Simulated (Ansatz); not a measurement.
# InHCl (SMILES [Cl][InH]): UBLYP/def2-TZVPP (core potential)

Aim: the vertical ionisation energy of InHCl at UBLYP/def2-TZVPP (core potential), from 2 runs. 

The results are computed with Ansatz 0.2.0.

38 further runs of the same task are left out: 38 set aside as unsound or not needed.

**1. Starting point**

InHCl has 3 atoms, charge 0, and is taken as a doublet. SMILES: `[Cl][InH]`. The shape is that of a PBE0-D4/def2-TZVP optimisation.

Bond lengths: Cl1–In2 2.365 Å, In2–H3 1.773 Å. Angles: Cl1–In2–H3 115.3°.

**2. The energy at UBLYP/def2-TZVPP (core potential)**

Input file job.yaml:

```yaml
crystal:
  periodic: [false, false, false]
  atoms:
    - symbol: Cl
      position_ang: [-1.649800, 0.396800, -0.867400]
    - symbol: In
      position_ang: [0.409500, 0.542400, 0.286100]
    - symbol: H
      position_ang: [1.229400, -1.003900, 0.568100]
basis:
  gaussian:
    orbitals: def2-TZVPP
magnetization:
  spin_polarized: true
  initial_magnetization: 1
hamiltonian:
  xc: {name: BLYP}
accuracy: high
output: {orbitals: {seedname: orbitals}}
```

Run with:

```bash
ansatz run job.yaml --threads 1 --pin off --max-ram 3480MiB --events-out events.jsonl --progress --plain --runs-dir runs
```

Log:

```text
Warning: RAYON_NUM_THREADS=1 ignored (pool sized by the plan → 1); use --threads N
Functional definition: BLYP
  name "BLYP"
  parameter beta = 0.0042
  parameter a = 0.04918
  parameter b = 0.132
  parameter c = 0.2533
  parameter d = 0.349
  exchange = b88_x(beta = beta)
  correlation = lyp_c(a = a, b = b, c = c, d = d)
1766 factors; integrals over basis functions are off by at most 3.3e-9 eV
mean field evaluation 1: about -17710.6421 eV, gradient 1.8e1 eV
mean field evaluation 2: about -17701.4257 eV, gradient 4.4e1 eV
mean field evaluation 4: about -17712.4386 eV, gradient 3.4e0 eV
mean field evaluation 8: about -17712.5000 eV, gradient 8.4e-2 eV
mean field evaluation 16: about -17712.5000 eV, gradient 6.4e-5 eV
mean field -17712.50004309 eV, -650.9223706199 hartree, gradient 3.8e-8 eV, S^2 0.753625; 0 other end points of the search recorded, 0 dependent functions left out
reference -17712.50008717 eV, -650.9223722397 hartree; 20, 19 occupied and 86, 87 virtual orbitals, 1766 factors
Total energy: -17712.50008717 eV, -650.9223722397 hartree
```

It took 8.1 s on 1 thread of Arm Neoverse V2, shared host; peak memory 0.28 GiB.

**3. The singlet cation, same level**

Input file in.yaml:

```yaml
crystal:
  periodic: [false, false, false]
  atoms:
    - {symbol: Cl, position_ang: [-1.649800, 0.396800, -0.867400]}
    - {symbol: In, position_ang: [0.409500, 0.542400, 0.286100]}
    - {symbol: H, position_ang: [1.229400, -1.003900, 0.568100]}
basis:
  gaussian:
    orbitals: def2-TZVPP
total_charge: 1
hamiltonian:
  xc: {name: BLYP}
accuracy: high
output: {orbitals: {seedname: orbitals}}
```

Run with:

```bash
ansatz run in.yaml --threads 1 --pin off --max-ram 3480MiB --events-out events.jsonl --progress --plain --runs-dir runs
```

Log:

```text
Warning: RAYON_NUM_THREADS=1 ignored (pool sized by the plan → 1); use --threads N
Functional definition: BLYP
  name "BLYP"
  parameter beta = 0.0042
  parameter a = 0.04918
  parameter b = 0.132
  parameter c = 0.2533
  parameter d = 0.349
  exchange = b88_x(beta = beta)
  correlation = lyp_c(a = a, b = b, c = c, d = d)
1766 factors; integrals over basis functions are off by at most 3.3e-9 eV
mean field evaluation 1: about -17695.2819 eV, gradient 5.8e1 eV
mean field evaluation 2: about -17562.0235 eV, gradient 1.6e2 eV
mean field evaluation 4: about -17701.2554 eV, gradient 2.8e1 eV
mean field evaluation 8: about -17704.2427 eV, gradient 3.4e-1 eV
mean field evaluation 16: about -17704.2409 eV, gradient 3.5e-4 eV
mean field -17704.24090336 eV, -650.6188528329 hartree, gradient 1.8e-8 eV, S^2 0.000000; 0 other end points of the search recorded, 0 dependent functions left out
reference -17704.24094842 eV, -650.6188544889 hartree; 19, 19 occupied and 87, 87 virtual orbitals, 1766 factors
Total energy: -17704.24094842 eV, -650.6188544889 hartree
```

Wall time 6 s (1 thread of Arm Neoverse V2, shared host); peak memory 0.24 GiB.

**4. Summary of results**

At UBLYP/def2-TZVPP (core potential):

| quantity | value |
| --- | --- |
| doublet InHCl: total energy | -650.92237 Eh |
| doublet InHCl: HOMO energy (highest over α and β) | -5.17 eV |
| doublet InHCl: LUMO energy (lowest over α and β) | -4.30 eV |
| doublet InHCl: ⟨S²⟩ | 0.754 |
| singlet cation: total energy | -650.61885 Eh |
| singlet cation: HOMO energy | -13.13 eV |
| singlet cation: LUMO energy | -11.35 eV |
| singlet cation: HOMO–LUMO gap | 1.78 eV |
| vertical ionisation energy (to the singlet cation) | 8.259 eV |

The vertical ionisation energy comes to 8.26 eV (190 kcal/mol). Only the singlet of the ionised species was computed; a triplet could lie lower.
